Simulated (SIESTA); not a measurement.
**Cd2S: single point with PBEsol**

Cd2S:

```
Cd S
1.0
     3.96267    0.00000    0.00000
    -1.98134    3.43177    0.00000
     0.00000    0.00000    5.80919
Cd S
2 1
Direct
  0.32600 0.65881 0.93410
  0.68459 0.35091 0.57211
  0.31890 0.65703 0.35867
```

The cell comes from a database or a generator and needn't be the stable form of this composition.

The cell isn't the ideal one: atoms moved at random, drawn with an rms of 0.05 Å.

```json
{
 "Program": "SIESTA 5.4.2",
 "Task": "single point",
 "Functional": "PBEsol",
 "Potentials or basis": "PseudoDojo 0.4 standard (PBEsol files)",
 "Basis": "DZP (energy shift 0.003 Ry; two zetas on semicore shells)",
 "Grid cutoff": "800 Ry",
 "Energy shift": "0.003 Ry",
 "k mesh": "8 × 8 × 5",
 "Occupations": "fermi-dirac, width 0.05 eV",
 "Spin": "no spin polarisation"
}
```

```json
{
 "Pressure": "-3.0 GPa",
 "Largest force": "0.563 eV/Å",
 "Band gap on the k mesh": "0.14 eV, indirect (least direct gap 0.47 eV)"
}
```

Forces in eV/Å, atoms in the order of the input:
```
Cd   0.005 -0.006 -0.284
Cd  -0.355 -0.326 -0.008
S    0.350  0.332  0.292
```

Stress tensor (GPa, compression positive):
```
-2.64  0.70 -0.67
 0.70 -4.10 -0.65
-0.67 -0.65 -2.31
```

Levels at points of the mesh, in eV from the valence-band top:
| k point | band 20 | band 21 | band 22 | band 23 | band 24 | band 25 | band 26 | band 27 |
| --- | --- | --- | --- | --- | --- | --- | --- | --- |
| (0.00, 0.00, 0.00) | -4.49 | -3.81 | -0.78 | -0.62 | 3.42 | 5.25 | 6.79 | 7.12 |
| (0.50, 0.00, 0.00) | -4.62 | -3.10 | -1.57 | -1.17 | 0.50 | 3.11 | 5.18 | 5.94 |
| (0.00, 0.50, 0.00) | -4.37 | -3.08 | -1.60 | -1.35 | 0.69 | 3.15 | 4.84 | 5.99 |
| (0.50, 0.50, 0.00) | -4.47 | -3.09 | -1.58 | -1.27 | 0.60 | 3.14 | 4.89 | 6.02 |

Wall time 45 s on 1 thread of Intel(R) Xeon(R) Platinum 8259CL CPU @ 2.50GHz (Skylake/Cascade Lake) (shared host), peak memory 0.32 GiB.

Caveat: an odd mesh through Γ misses points on the zone boundary, where band edges often lie; the basis of atomic orbitals isn't converged, which shifts pressures, moduli and gaps.
